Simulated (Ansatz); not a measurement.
# PbO: the cost of one run

Method: DFT HSE06, spin-orbit coupling, plane waves, PAW, in Ansatz 0.2.0.

The COD entry's cell or inner coordinates are ideal or old and differ from later refinements, so a difference from it is no clean test against experiment.

## (1) The starting structure

Symmetry: P4/nmm, No. 129, tetragonal system. Conventional cell: a = 3.990 Å, b = 3.990 Å, c = 5.010 Å, α = 90.00°, β = 90.00°, γ = 90.00°. Around Pb (site symmetry 4mm) lie 4 O at 2.33 Å. O (site symmetry -4m2) has 4 Pb at 2.33 Å as nearest neighbours.

Coordinates:

```cif
data_structure
_symmetry_space_group_name_H-M 'P4/nmm:1'
_symmetry_Int_Tables_number 129
_cell_length_a 3.9900
_cell_length_b 3.9900
_cell_length_c 5.0100
_cell_angle_alpha 90.000
_cell_angle_beta 90.000
_cell_angle_gamma 90.000
_cell_volume 79.76
loop_
_atom_site_label
_atom_site_type_symbol
_atom_site_symmetry_multiplicity
_atom_site_Wyckoff_symbol
_atom_site_fract_x
_atom_site_fract_y
_atom_site_fract_z
_atom_site_occupancy
Pb1 Pb 2 c 0.00000 0.50000 0.24000 1
O1 O 2 a 0.00000 0.00000 0.00000 1
```

The structure rests on an entry of the Crystallography Open Database; cell or positions may have been set otherwise for this series.

## (2) Single point: PbO

Contents of input.yaml:

```yaml
crystal:
  lattice:
    - [3.99, 0.0, 0.0]
    - [0.0, 3.99, 0.0]
    - [0.0, 0.0, 5.01]
  atoms:
    - { symbol: Pb, position: [0.0, 0.5, 0.24] }
    - { symbol: Pb, position: [0.5, 0.0, 0.76] }
    - { symbol: O, position: [0.0, 0.0, 0.0] }
    - { symbol: O, position: [0.5, 0.5, 0.0] }
scf:
  occupations: { method: fixed }
output:
  write_density: true
  write_potential: true
  elf: true
  volumetric_format: npy
hamiltonian:
  xc: hse06
kpoints:
  mp_grid: { grid: [6, 6, 5] }
magnetization:
  noncollinear: true
  spin_orbit: true
```

Run with:

```console
> ansatz run input.yaml --threads 8 --pin off --max-ram 24576MiB --backend cpu --events-out ev --progress --plain --runs-dir out
```

**Question.** How long does this run take on 8 threads of Intel Xeon Platinum 8488C (Sapphire Rapids), shared host, and how much memory does it need?

About 45 s, with a peak of 6.5 GiB.
